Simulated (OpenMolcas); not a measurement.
# APF/ANO-RCC-VDZP (DKH2) run of C6H12O (2-hexanone)

What is the vertical singlet–triplet gap of C6H12O (2-hexanone) at APF/ANO-RCC-VDZP (DKH2)? 

The calculation is run with OpenMolcas 26.06.

### 1 The molecule

C6H12O: 19 atoms, total charge 0, spin state singlet. As SMILES, `CCCCC(C)=O`. The coordinates come from a GFN2-xTB relaxation. This is one conformer, not always the lowest.

Some bond lengths: C1–C2 1.523 Å, C2–C3 1.527 Å, C3–C4 1.528 Å, C4–C5 1.516 Å, C5–C6 1.509 Å, C5–O7 1.204 Å, C1–H8 1.088 Å, C1–H9 1.088 Å, C1–H10 1.087 Å, C2–H11 1.094 Å, C2–H12 1.092 Å, C3–H13 1.091 Å, C3–H14 1.092 Å, C4–H15 1.094 Å, C4–H16 1.091 Å, C6–H17 1.087 Å. Some angles: C1–C2–C3 111.7°, C2–C3–C4 111.6°, C3–C4–C5 112.3°, C4–C5–C6 114.4°, C4–C5–O7 123.0°, C6–C5–O7 122.7°, C1–C2–H11 109.4°, C1–C2–H12 109.4°, C3–C2–H11 109.4°, C3–C2–H12 109.1°.

### 2 The energy at APF/ANO-RCC-VDZP (DKH2)

Input file job.input:

```
* C6H12O Kohn-Sham DFT
>>> EXPORT MOLCAS_PRINT=2
&GATEWAY
Coord
19
angstrom
C       -2.280450      -0.980790       1.385050
C       -0.867000      -0.648280       0.924690
C       -0.782520      -0.529630      -0.595380
C        0.637330      -0.202880      -1.056690
C        1.039610       1.219130      -0.716820
C        2.516340       1.405570      -0.468280
O        0.251310       2.127680      -0.662550
H       -2.608850      -1.927110       0.959690
H       -2.321850      -1.058660       2.468970
H       -2.973360      -0.204300       1.069750
H       -0.181030      -1.428010       1.267150
H       -0.552320       0.295960       1.373990
H       -1.450030       0.265540      -0.931650
H       -1.108410      -1.466550      -1.052360
H        0.695160      -0.285340      -2.146480
H        1.354640      -0.906390      -0.631100
H        2.763170       2.462980      -0.424920
H        2.770860       0.943170       0.484240
H        3.097400       0.917930      -1.247310
Basis=ANO-RCC-VDZP
Group=NoSym
&SEWARD
&SCF
KSDFT=HYB_GGA_XC_APF
PrOrbitals=1 1
```

Launch:

```console
$ export MOLCAS_MEM=1860
$ pymolcas job.input > job.log
```

What it wrote:

```text
--- Start Module: gateway ---
[...]
--- Stop Module: gateway /rc=_RC_ALL_IS_WELL_ ---
--- Start Module: seward ---
[...]
      Basis functions          158
--- Stop Module: seward /rc=_RC_ALL_IS_WELL_ ---
[...]
--- Start Module: scf ---
[...]
       Convergence after  12 Iterations
[...]
::    Total KS-DFT energy                            -311.0806329965
[...]
      Total spin, S                                     0.0000000000
[...]
      Total electronic charge=   56.000000
      Total            charge=   -0.000000
[...]
      Dipole Moment (debye):
      Origin of the operator (angstrom)=    0.0665    0.3475   -0.1571
                   X=  1.7249E+00               Y= -2.1917E+00               Z= -9.8733E-02           Total=  2.7908E+00
      Quadrupole Moment (debye*angstrom):
[...]
--- Stop Module: scf /rc=_RC_ALL_IS_WELL_ ---
[...]
```

It took 3 min on 1 thread of Arm Neoverse V1, shared host; peak memory 1.2 GiB.

### 3 The triplet, same level

Input file job.inp:

```
&GATEWAY
 Coord
 19
 angstrom
 C       -2.280450      -0.980790       1.385050
 C       -0.867000      -0.648280       0.924690
 C       -0.782520      -0.529630      -0.595380
 C        0.637330      -0.202880      -1.056690
 C        1.039610       1.219130      -0.716820
 C        2.516340       1.405570      -0.468280
 O        0.251310       2.127680      -0.662550
 H       -2.608850      -1.927110       0.959690
 H       -2.321850      -1.058660       2.468970
 H       -2.973360      -0.204300       1.069750
 H       -0.181030      -1.428010       1.267150
 H       -0.552320       0.295960       1.373990
 H       -1.450030       0.265540      -0.931650
 H       -1.108410      -1.466550      -1.052360
 H        0.695160      -0.285340      -2.146480
 H        1.354640      -0.906390      -0.631100
 H        2.763170       2.462980      -0.424920
 H        2.770860       0.943170       0.484240
 H        3.097400       0.917930      -1.247310
 Basis
 ANO-RCC-VDZP
 Group
 NoSym

&SEWARD

&SCF
 UHF
 Spin
 3
 KSDFT
 HYB_GGA_XC_APF
 PrOrbitals
 1 1
```

Launch:

```console
$ export MOLCAS_MEM=1860
$ pymolcas job.inp > job.log
```

What it wrote:

```text
--- Start Module: gateway ---
[...]
--- Stop Module: gateway /rc=_RC_ALL_IS_WELL_ ---
--- Start Module: seward ---
[...]
      Basis functions          158
--- Stop Module: seward /rc=_RC_ALL_IS_WELL_ ---
[...]
--- Start Module: scf ---
[...]
       Convergence after  20 Iterations
[...]
::    Total KS-DFT energy                            -310.9373734158
[...]
      Total spin, S                                     1.0021946060
[...]
      Total electronic charge=   56.000000
      Total            charge=   -0.000000
[...]
      Dipole Moment (debye):
      Origin of the operator (angstrom)=    0.0665    0.3475   -0.1571
                   X=  1.0700E+00               Y= -1.3582E+00               Z=  7.9366E-02           Total=  1.7309E+00
      Quadrupole Moment (debye*angstrom):
[...]
--- Stop Module: scf /rc=_RC_ALL_IS_WELL_ ---
[...]
```

It took 4.7 min on 1 thread of Arm Neoverse V1, shared host; peak memory 1.2 GiB.

### 4 Results

At APF/ANO-RCC-VDZP (DKH2):

```
                                        quantity          value
                           singlet: total energy  -311.08063 Eh
                          singlet: dipole moment         2.79 D
                            singlet: HOMO energy       -7.00 eV
                            singlet: LUMO energy       -0.39 eV
                          singlet: HOMO–LUMO gap        6.61 eV
                           triplet: total energy  -310.93737 Eh
                          triplet: dipole moment         1.73 D
     triplet: HOMO energy (highest over α and β)       -3.05 eV
                                   triplet: ⟨S²⟩          2.007
vertical energy of the triplet above the singlet       3.898 eV
```

In words: At this shape the triplet lies 3.90 eV (90 kcal/mol) above the singlet. Mulliken charges (triplet) run from -0.18 on O7 to +0.28 on C6.
